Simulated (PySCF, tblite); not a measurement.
# Al₁₀H₃₆N₄P₆: electronic excitations, NMR shifts, part 2 of 2

tblite 0.8.0 and PySCF 2.14.0. Atoms count from 0. Earlier steps stand in the parts before.

## 4. NMR shifts: GIAO KT3/pcSseg-1

What the job is given:

```
{"job": {"kind": "nmr", "xc": "KT3", "basis": "pcSseg-1", "pop": false}, "charge": 0, "multiplicity": 1}
Al     0.882529     1.649935    -3.362229
Al     1.178402     0.023187    -0.196117
Al    -0.338550     2.254803    -0.619558
Al    -0.625952    -0.249662    -2.487699
Al    -1.013591    -2.011670    -0.522382
Al    -2.221293    -2.249334    -2.866879
Al    -2.690116     0.597268    -0.661704
Al     1.309537    -2.457166     0.748686
Al    -3.029706     1.939925     1.606980
Al    -1.333038    -0.126062     1.526929
N      0.531861     0.988380    -1.639550
N      0.031987    -1.085440     0.755598
N     -1.532333     1.503701     0.549397
N     -2.146794    -0.873717    -1.572644
P     -1.591344     3.896574    -1.941756
H     -0.909827     5.104864    -2.012204
H     -2.332556     4.080344    -3.097487
H     -2.567434     4.364816    -1.068520
P      3.366923    -3.786274     0.208387
H      4.718943    -4.022619     0.474898
H      2.964189    -5.024873     0.674744
H      3.465193    -4.211697    -1.106762
P      3.162434     2.284463    -2.366834
H      2.708875     3.144851    -1.373944
H      3.505884     1.282286    -1.460686
H      4.445852     2.833330    -2.411009
P      3.017120    -0.994854     2.108034
H      3.903112     0.083142     2.123206
H      2.372786    -0.588906     3.271128
H      3.897482    -1.821271     2.807044
P     -0.188020     1.230762     3.384692
H     -0.408721     1.129817     4.757541
H      1.102835     1.731254     3.523571
H     -0.776472     2.483253     3.264159
P     -1.648770    -1.866195     3.334931
H     -2.841472    -2.556396     3.217893
H     -0.850693    -2.996576     3.321853
H     -1.711052    -1.781673     4.725760
H      2.384551    -1.080146    -0.613741
H     -0.950949     1.011800    -3.669445
H      0.683807     3.193684    -3.650795
H     -3.259127     1.671694    -1.688254
H      0.312824    -1.713826    -2.051924
H     -1.383946    -3.409622    -2.054051
H      1.527257     0.515968    -4.238823
H     -3.581814    -2.635908    -3.497638
H      1.429447    -3.070809     2.227072
H     -3.092927     3.432939     2.051640
H      0.512211     3.429803    -0.035607
H     -2.780927     0.862525     2.898972
H     -2.897628    -0.635937     1.040611
H     -1.799540    -3.019775     0.422020
H      0.722596    -3.511056    -0.307102
H     -1.078374    -1.443538    -3.908057
H      1.690401     1.178036     0.823796
H     -4.240812     1.339838     0.639889
```

Method: GIAO KT3/pcSseg-1 NMR shielding, non-relativistic, gas phase.

Standard output:

```text
start: PBE on a coarse grid of 49193 points
cycle   1  E = -4709.9059443521  dE =  2.026e+00  |g| = 1.440e+00  |ddm| = 8.471e+00
cycle   2  E = -4703.0131110873  dE =  6.893e+00  |g| = 4.837e+00  |ddm| = 2.424e+01
cycle   3  E = -4710.2416557826  dE = -7.229e+00  |g| = 7.201e-01  |ddm| = 2.363e+01
cycle   4  E = -4710.3489267648  dE = -1.073e-01  |g| = 4.249e-01  |ddm| = 3.479e+00
cycle   5  E = -4710.3897307039  dE = -4.080e-02  |g| = 2.017e-01  |ddm| = 1.420e+00
cycle   6  E = -4710.3991800627  dE = -9.449e-03  |g| = 5.122e-02  |ddm| = 5.460e-01
cycle   7  E = -4710.3998417403  dE = -6.617e-04  |g| = 1.039e-02  |ddm| = 1.435e-01
cycle   8  E = -4710.3998720828  dE = -3.034e-05  |g| = 3.700e-03  |ddm| = 3.512e-02
final grid: 377723 points
cycle   9  E = -4752.5712374359  dE = -9.390e-02  |g| = 4.997e-01  |ddm| = 1.902e+00
cycle  10  E = -4752.5737916020  dE = -2.554e-03  |g| = 3.059e-01  |ddm| = 1.106e+00
cycle  11  E = -4752.5751516756  dE = -1.360e-03  |g| = 2.075e-01  |ddm| = 1.096e+00
cycle  12  E = -4752.5867311997  dE = -1.158e-02  |g| = 1.490e-02  |ddm| = 5.429e-01
cycle  13  E = -4752.5867923141  dE = -6.111e-05  |g| = 5.389e-03  |ddm| = 4.354e-02
cycle  14  E = -4752.5867956067  dE = -3.293e-06  |g| = 2.647e-03  |ddm| = 1.683e-02
cycle  15  E = -4752.5867975460  dE = -1.939e-06  |g| = 5.355e-04  |ddm| = 6.119e-03
cycle  16  E = -4752.5867961452  dE =  1.401e-06  |g| = 1.922e-04  |ddm| = 2.036e-03
cycle  17  E = -4752.5867998237  dE = -3.678e-06  |g| = 4.413e-05  |ddm| = 7.204e-04
converged SCF energy = -4752.5867998237

GIAO shielding tensors (ppm)
atom      isotropic    diamagn.    paramagn.     s11        s22        s33       span
  0 Al     509.265     798.230    -288.965    420.508    551.202    556.084    135.576
  1 Al     472.176     802.786    -330.610    450.665    471.075    494.786     44.121
  2 Al     462.318     805.201    -342.884    417.250    466.177    503.526     86.276
  3 Al     530.151     801.006    -270.855    496.947    513.313    580.194     83.246
  4 Al     514.854     801.350    -286.496    468.999    521.250    554.315     85.315
  5 Al     455.239     800.206    -344.967    396.266    436.461    532.990    136.724
  6 Al     480.305     804.261    -323.957    429.792    489.839    521.282     91.490
  7 Al     526.929     794.362    -267.432    494.357    535.766    550.664     56.307
  8 Al     465.284     800.666    -335.382    417.945    455.531    522.376    104.432
  9 Al     554.519     793.310    -238.791    523.203    536.951    603.403     80.201
 10 N      183.935     328.292    -144.357    156.635    181.605    213.564     56.929
 11 N      175.224     324.821    -149.597    152.380    172.148    201.143     48.763
 12 N      182.595     322.608    -140.013    141.528    187.712    218.546     77.019
 13 N      200.520     335.553    -135.033    151.253    221.674    228.632     77.379
 14 P      545.757     971.348    -425.591    524.943    546.970    565.358     40.415
 15 H       28.635      30.027      -1.392     24.299     25.144     36.461     12.162
 16 H       28.208      30.065      -1.857     23.696     24.693     36.235     12.539
 17 H       28.369      31.103      -2.734     23.166     27.389     34.552     11.386
 18 P      570.922     969.717    -398.795    565.994    571.748    575.023      9.028
 19 H       28.762      28.740       0.022     24.083     24.941     37.262     13.179
 20 H       29.192      29.528      -0.336     24.934     26.497     36.146     11.212
 21 H       28.895      30.892      -1.997     24.397     26.624     35.664     11.267
 22 P      569.120     972.498    -403.377    543.830    576.826    586.705     42.875
 23 H       28.571      35.189      -6.618     23.366     29.059     33.288      9.921
 24 H       28.789      35.663      -6.874     21.881     29.006     35.479     13.598
 25 H       29.189      29.498      -0.310     24.102     25.271     38.193     14.091
 26 P      564.218     971.383    -407.165    543.993    561.947    586.714     42.721
 27 H       28.804      33.431      -4.627     23.341     26.710     36.360     13.020
 28 H       29.305      35.598      -6.293     24.479     28.995     34.441      9.963
 29 H       29.376      32.392      -3.016     25.005     26.205     36.919     11.913
 30 P      548.122     973.020    -424.898    541.817    546.846    555.703     13.887
 31 H       28.936      32.060      -3.124     24.893     24.970     36.946     12.053
 32 H       28.264      35.222      -6.958     23.544     26.483     34.765     11.220
 33 H       28.229      34.099      -5.869     23.169     27.847     33.673     10.504
 34 P      550.261     970.715    -420.454    540.589    549.300    560.894     20.305
 35 H       28.622      30.956      -2.333     23.927     25.849     36.091     12.164
 36 H       27.984      32.665      -4.681     22.597     27.266     34.089     11.492
 37 H       28.955      30.041      -1.086     24.454     25.386     37.025     12.571
 38 H       25.777      32.894      -7.116     21.141     26.641     29.549      8.408
 39 H       26.102      29.085      -2.983     22.422     25.128     30.756      8.334
 40 H       27.304      30.457      -3.154     23.260     27.391     31.259      7.999
 41 H       26.914      33.835      -6.921     23.086     25.920     31.737      8.652
 42 H       25.208      34.790      -9.582     23.763     25.307     26.553      2.790
 43 H       26.885      30.581      -3.696     22.563     27.580     30.511      7.948
 44 H       27.147      28.958      -1.811     23.587     25.852     32.001      8.414
 45 H       27.578      29.358      -1.780     24.023     24.343     34.369     10.346
 46 H       26.754      32.966      -6.212     23.714     26.524     30.024      6.310
 47 H       27.671      32.281      -4.610     24.165     25.025     33.822      9.657
 48 H       26.971      35.457      -8.487     24.329     25.612     30.970      6.641
 49 H       26.658      29.593      -2.935     23.671     27.604     28.700      5.029
 50 H       24.846      32.151      -7.305     22.965     25.027     26.545      3.580
 51 H       27.243      34.148      -6.905     22.962     26.578     32.189      9.228
 52 H       26.355      32.257      -5.903     21.223     27.749     30.092      8.869
 53 H       26.566      27.489      -0.923     22.476     26.278     30.944      8.468
 54 H       26.971      38.807     -11.835     24.256     26.641     30.017      5.761
 55 H       26.531      29.202      -2.670     23.598     25.392     30.604      7.007
```

Run time: 61 s. Hardware: 4 threads of Arm Neoverse N1, shared host; peak memory 2 GiB.

Shifts follow as δ = σ(reference) − σ, with reference shieldings (ppm) from runs at the same level and on the same kind of geometry: 1H TMS 31.76, 15N NH3 264.4, 31P PH3 612.2. The references are single molecules in the gas phase, so shifts against H2O, NH3, PH3, H3PO4 or CFCl3 are not on the usual liquid scales and can be off by tens of ppm. Each atom is listed at this fixed geometry, with no averaging over motion; a spectrum would average atoms that exchange fast.

```
atoms  σ (ppm)  δ (ppm)
  H50    24.85     6.91
  H42    25.21     6.55
  H38    25.78     5.98
  H39    26.10     5.66
  H52    26.35     5.41
  H55    26.53     5.23
  H53    26.57     5.19
  H49    26.66     5.10
  H46    26.75     5.01
  H43    26.88     4.88
  H41    26.91     4.85
  H48    26.97     4.79
  H54    26.97     4.79
  H44    27.15     4.61
  H51    27.24     4.52
  H40    27.30     4.46
  H45    27.58     4.18
  H47    27.67     4.09
  H36    27.98     3.78
  H16    28.21     3.55
  H33    28.23     3.53
  H32    28.26     3.50
  H17    28.37     3.39
  H23    28.57     3.19
  H35    28.62     3.14
  H15    28.63     3.13
  H19    28.76     3.00
  H24    28.79     2.97
  H27    28.80     2.96
  H21    28.89     2.87
  H31    28.94     2.82
  H37    28.95     2.81
  H25    29.19     2.57
  H20    29.19     2.57
  H28    29.30     2.46
  H29    29.38     2.38
  Al5    455.2        –
  Al2    462.3        –
  Al8    465.3        –
  Al1    472.2        –
```

Ring of atoms Al1, Al2, Al9, N10, N11, N12: NICS(0) -3.0, NICS(1) -1.9, NICS(1)zz -1.3 ppm (means of both faces).

Ring of atoms Al1, Al3, Al4, N10, N11, N13: NICS(0) -2.8, NICS(1) -4.5, NICS(1)zz -5.2 ppm (means of both faces; NICS(1) differs between them: -7.7 and -1.3).

Ring of atoms Al2, Al3, Al6, N10, N12, N13: NICS(0) -2.8, NICS(1) -1.4, NICS(1)zz -2.7 ppm (means of both faces).

## 5. Outcome

This closing draws on all 2 parts.

| quantity | value |
| --- | --- |
| lowest singlet (CAM-B3LYP/def2-SVP) | 5.76 eV (215 nm), f = 0.016 |
| brightest single state of those computed | state 6, 6.24 eV, f = 0.073 |
| lowest triplet | 5.34 eV |
| 1H shifts against TMS (KT3/pcSseg-1) | 6.91, 6.55, 5.98, 5.66, 5.41, 5.23, 5.19, 5.10, 5.01, 4.88, 4.85, 4.79, 4.79, 4.61 ppm and more |
| 15N shifts against NH3 (KT3/pcSseg-1) | 89.2, 81.8, 80.5, 63.9 ppm |
| 31P shifts against PH3 (KT3/pcSseg-1) | 66.4, 64.1, 61.9, 48.0, 43.1, 41.3 ppm |
| shieldings of Al (KT3/pcSseg-1) | Al5 455.2, Al2 462.3, Al8 465.3, Al1 472.2, Al6 480.3, Al0 509.3, Al4 514.9, Al7 526.9 ppm and more |

In words: The lowest singlet, at 5.76 eV, is HOMO−1→LUMO 0.28, HOMO→LUMO 0.26 and is weak; of the 6 states computed, the strongest absorption comes from state 6 at 6.24 eV (the last computed, so partners may be missing). The lowest triplet lies 0.42 eV below the lowest singlet. Shifts at one fixed geometry are not the observed spectrum, which averages over the motion.
